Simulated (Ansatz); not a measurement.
# AlSbH3F (SMILES [F][AlH][SbH2]) at B3LYP/def2-SVP (core potential)

What is the electronic atomisation energy of AlSbH3F at B3LYP/def2-SVP (core potential)? 

The calculation is run with Ansatz 0.2.0.

60 further runs of the same task are left out: 60 set aside as unsound or not needed.

### Step 1. The system as given

AlSbH3F: 6 atoms, total charge 0, spin state singlet. SMILES: `[F][AlH][SbH2]`. The coordinates come from a PBE0-D4/def2-TZVP relaxation. This is one conformer, not always the lowest.

Bond lengths: F1–Al2 1.653 Å, Al2–Sb3 2.636 Å, Al2–H4 1.582 Å, Sb3–H5 1.710 Å, Sb3–H6 1.709 Å. Angles: F1–Al2–Sb3 116.3°, F1–Al2–H4 116.4°, Sb3–Al2–H4 127.3°, Al2–Sb3–H5 88.3°, Al2–Sb3–H6 87.8°, H5–Sb3–H6 91.6°.

### Step 2. The energy at B3LYP/def2-SVP (core potential)

Contents of job.yaml:

```yaml
crystal:
  periodic: [false, false, false]
  atoms:
    - {symbol: F, position_ang: [-1.114600, -1.632400, 1.262300]}
    - {symbol: Al, position_ang: [-0.336100, -1.039300, -0.069800]}
    - {symbol: Sb, position_ang: [1.279900, 1.003700, 0.334800]}
    - {symbol: H, position_ang: [-0.594800, -1.800700, -1.431700]}
    - {symbol: H, position_ang: [0.842100, 1.592000, -1.209900]}
    - {symbol: H, position_ang: [-0.034400, 1.812900, 1.068100]}
basis:
  gaussian: {orbitals: def2-SVP}
hamiltonian: {xc: {name: B3LYP}}
accuracy: high
output: {orbitals: {seedname: orbitals}}
```

Command:

```
$ ansatz run job.yaml --threads 1 --pin off --max-ram 3480MiB --events-out events.jsonl --progress --plain --runs-dir runs
```

What it wrote:

```text
Warning: RAYON_NUM_THREADS=1 ignored (pool sized by the plan → 1); use --threads N
Functional definition: B3LYP
  name "B3LYP"
  parameter a0 = 0.2
  parameter ax = 0.72
  parameter ac = 0.81
  exchange = (1 - a0 - ax)*slater_x + ax*b88_x + a0*exact_x
  correlation = (1 - ac)*vwn_rpa_c + ac*lyp_c
1642 factors; integrals over basis functions are off by at most 3.6e-9 eV
mean field evaluation 1: about -15898.1881 eV, gradient 3.7e1 eV
mean field evaluation 2: about -15892.0604 eV, gradient 7.3e1 eV
mean field evaluation 4: about -15900.5189 eV, gradient 1.2e0 eV
mean field evaluation 8: about -15900.5783 eV, gradient 7.5e-2 eV
mean field evaluation 16: about -15900.5783 eV, gradient 1.6e-5 eV
mean field -15900.57829371 eV, -584.3354744946 hartree, gradient 5.2e-8 eV, S^2 0.000000; 0 other end points of the search recorded, 0 dependent functions left out
reference -15900.57833285 eV, -584.3354759332 hartree; 24, 24 occupied and 49, 49 virtual orbitals, 1642 factors
Total energy: -15900.57833285 eV, -584.3354759332 hartree
```

It took 7.2 s on 1 thread of Arm Neoverse V1, shared host; peak memory 0.23 GiB.

### Step 3. The Al atom, same level

Contents of input.yaml:

```yaml
basis:
  gaussian:
    orbitals: def2-SVP
crystal:
  periodic: [false, false, false]
  atoms:
    - {symbol: Al, position_ang: [0.000000, 0.000000, 0.000000]}
hamiltonian:
  xc: {name: B3LYP}
magnetization:
  spin_polarized: true
  initial_magnetization: 1
accuracy: high
```

Run the same way, it converges to -242.30157 Eh (log not shown).

### Step 4. The F atom, same level

Contents of input.yaml:

```yaml
crystal:
  periodic: [false, false, false]
  atoms:
    - {symbol: F, position_ang: [0.000000, 0.000000, 0.000000]}
basis:
  gaussian: {orbitals: def2-SVP}
magnetization: {spin_polarized: true, initial_magnetization: 1}
hamiltonian: {xc: {name: B3LYP}}
accuracy: high
```

Run the same way, it converges to -99.64047 Eh (log not shown).

### Step 5. The H atom at the same level

Contents of in.yaml:

```yaml
crystal:
  periodic: [false, false, false]
  atoms:
    - symbol: H
      position_ang: [0.000000, 0.000000, 0.000000]
basis:
  gaussian:
    orbitals: def2-SVP
magnetization:
  spin_polarized: true
  initial_magnetization: 1
hamiltonian:
  xc: {name: B3LYP}
accuracy: high
```

Run the same way, it converges to -0.50126 Eh (log not shown).

### Step 6. The Sb atom at the same level

Contents of molecule.yaml:

```yaml
crystal:
  periodic: [false, false, false]
  atoms:
    - {symbol: Sb, position_ang: [0.000000, 0.000000, 0.000000]}
basis:
  gaussian:
    orbitals: def2-SVP
magnetization:
  spin_polarized: true
  initial_magnetization: 3
hamiltonian:
  xc: {name: B3LYP}
accuracy: high
```

Command:

```
$ ansatz run molecule.yaml --threads 1 --pin off --max-ram 3480MiB --events-out events.jsonl --progress --plain --runs-dir runs
```

What it wrote, shortened:

```text
Warning: RAYON_NUM_THREADS=1 ignored (pool sized by the plan → 1); use --threads N
[... 7 set-up lines as earlier in the session ...]
225 factors; integrals over basis functions are off by at most 2.9e-9 eV
mean field evaluation 1: about -6538.5393 eV, gradient 1.9e0 eV
mean field evaluation 2: about -6538.5667 eV, gradient 1.3e0 eV
mean field evaluation 4: about -6538.5735 eV, gradient 7.0e-2 eV
mean field evaluation 8: about -6538.5735 eV, gradient 8.5e-6 eV
mean field -6538.57354429 eV, -240.2881457484 hartree, gradient 2.4e-9 eV, S^2 3.750495; 0 other end points of the search recorded, 0 dependent functions left out
reference -6538.57356605 eV, -240.2881465481 hartree; 13, 10 occupied and 13, 16 virtual orbitals, 225 factors
Total energy: -6538.57356605 eV, -240.2881465481 hartree
```

Run time: 1.4 s. Hardware: 1 thread of Arm Neoverse V1, shared host; peak memory 0.098 GiB.

### Step 7. Outcome

At B3LYP/def2-SVP (core potential):

| quantity | value |
| --- | --- |
| molecule: total energy | -584.33548 Eh |
| molecule: HOMO energy | -6.92 eV |
| molecule: LUMO energy | -1.53 eV |
| molecule: HOMO–LUMO gap | 5.38 eV |
| Al atom: total energy | -242.30157 Eh |
| Al atom: ⟨S²⟩ | 0.753 |
| F atom: total energy | -99.64047 Eh |
| F atom: ⟨S²⟩ | 0.751 |
| H atom: total energy | -0.50126 Eh |
| H atom: ⟨S²⟩ | 0.750 |
| Sb atom: total energy | -240.28815 Eh |
| Sb atom: ⟨S²⟩ | 3.750 |
| electronic atomisation energy | 16.368 eV |

Taking the molecule apart into free atoms costs 16.37 eV (1579 kJ/mol), before zero-point energy and without spin-orbit coupling.
